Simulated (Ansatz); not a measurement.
# InSe5: the cost of one run

Program: Ansatz 0.2.0. Level of theory: DFT PBE, scalar-relativistic, plane waves, PAW. These are calculated values, not measurements.

## (1) The structure to begin with

The structure is cubic, space group F-43m (No. 216). The conventional cell has a = 8.643 Å, b = 8.643 Å, c = 8.643 Å, α = 90.00°, β = 90.00°, γ = 90.00°. In (site symmetry -43m) is surrounded by 16 Se at 3.58 to 3.74 Å. Se (site symmetry 3m) has 9 Se at 3.06 to 3.58 Å and 3 In at 3.58 Å as nearest neighbours. Se (site symmetry -43m) is surrounded by 12 Se at 3.58 Å and 4 In at 3.74 Å.

Structure file:

```
In Se
1.0
     0.00000    4.32153    4.32153
     4.32153    0.00000    4.32153
     4.32153    4.32153    0.00000
In Se
1 5
Direct
  0.00000 0.00000 0.00000
  0.12500 0.62500 0.62500
  0.62500 0.62500 0.62500
  0.62500 0.12500 0.62500
  0.62500 0.62500 0.12500
  0.25000 0.25000 0.25000
```

Recipe of the guess: species swapped into a database cell of DyCu5 (F-43m, No. 216), with In on the Dy sites and Se on the Cu sites. Its size is a rough estimate.

## (2) Probe: one point on a coarse mesh

Input file input.yaml:

```yaml
crystal:
  lattice:
    - [0.0, 4.32152626, 4.32152626]
    - [4.32152626, 0.0, 4.32152626]
    - [4.32152626, 4.32152626, 0.0]
  atoms:
    - { symbol: In, position: [0.0, 0.0, 0.0] }
    - { symbol: Se, position: [0.125, 0.625, 0.625] }
    - { symbol: Se, position: [0.625, 0.625, 0.625] }
    - { symbol: Se, position: [0.625, 0.125, 0.625] }
    - { symbol: Se, position: [0.625, 0.625, 0.125] }
    - { symbol: Se, position: [0.25, 0.25, 0.25] }
basis:
  ecutwfc: 420
kpoints:
  mp_grid: { grid: [4, 4, 4] }
hamiltonian:
  xc: pbe
scf:
  occupations: { method: gaussian, width: 0.1 }
  lower_state_search: "off"
output:
  forces: true
  stress: true
  eigenvalues: true
```

On the command line:

```sh
$ ansatz run input.yaml --threads 1 --pin off --max-ram 2560MiB --backend cpu --events-out ev --progress --plain --runs-dir out
```

What time and memory should one allow on 1 thread of Arm Neoverse V1, shared host?

About 5.7 s, with a peak of 0.38 GiB.
